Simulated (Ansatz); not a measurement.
# CoSi3Ru2: the cost of one run

Method: DFT PBE, scalar-relativistic, plane waves, PAW, in Ansatz 0.2.0.

3 further runs of the same task are left out: 2 that didn't finish, 1 set aside as unsound or not needed.

## (1) The structure to begin with

It takes space group P4/mmm (No. 123, tetragonal). The conventional cell has a = 2.917 Å, b = 2.917 Å, c = 8.497 Å, α = 90.00°, β = 90.00°, γ = 90.00°. Around Co (site symmetry 4/mmm) lie 8 Si at 2.44 Å and 2 Ru at 2.77 Å. Si (site symmetry 4mm) is surrounded by 4 Co at 2.44 Å and 4 Ru at 2.53 Å and 1 Si at 2.60 Å. Around Si (site symmetry 4/mmm) lie 8 Ru at 2.54 Å. Ru (site symmetry 4mm) is surrounded by 8 Si at 2.53 to 2.54 Å and 1 Co at 2.77 Å.

As a file:

```
CELL_PARAMETERS angstrom
2.91683 0.00000 0.00000
0.00000 2.91683 0.00000
0.00000 0.00000 8.49687
ATOMIC_POSITIONS crystal
Co 0.00000 0.00000 0.00000
Si 0.50000 0.50000 0.84697
Si 0.50000 0.50000 0.15303
Si 0.50000 0.50000 0.50000
Ru 0.00000 0.00000 0.67387
Ru 0.00000 0.00000 0.32613
```

The cell was relaxed beforehand at this level, from a generated guess; it is a trial structure. At a tolerance of 0.05 Å it has space group P4/mmm (No. 123); it has 12.05 Å³/atom, an uncorrected energy of -0.53 eV/atom over the elements and, on its mesh, gap none (metal).

## (2) Point at V/V0 = 0.97

File input.yaml:

```yaml
crystal:
  lattice:
    - [2.887362161, 0.0, 0.0]
    - [0.0, 2.887362161, 0.0]
    - [0.0, 0.0, 8.4110382715]
  atoms:
    - { symbol: Co, position: [0.0, 0.0, 0.0] }
    - { symbol: Si, position: [0.5, 0.5, 0.8469695209] }
    - { symbol: Si, position: [0.5, 0.5, 0.1530304791] }
    - { symbol: Si, position: [0.5, 0.5, 0.5] }
    - { symbol: Ru, position: [0.0, 0.0, 0.6738698755] }
    - { symbol: Ru, position: [0.0, 0.0, 0.3261301245] }
basis:
  ecutwfc: 420
kpoints:
  mp_grid: { grid: [12, 12, 6] }
hamiltonian:
  xc: pbe
scf:
  occupations: { method: gaussian, width: 0.1 }
output:
  forces: true
  stress: true
  eigenvalues: true
relax:
  adjacent_minimum: "off"
  f_tol: 0.01
  max_steps: 30
  cell: { stress_tol: 0.1, fix: [volume] }
```

Launch:

```console
$ ansatz run input.yaml --threads 1 --pin off --max-ram 2560MiB --backend cpu --events-out ev --progress --plain --runs-dir out
```

What time and memory should one allow on 1 thread of Intel Xeon at 2.70GHz, shared host?

About 85 s, with a peak of 0.55 GiB.
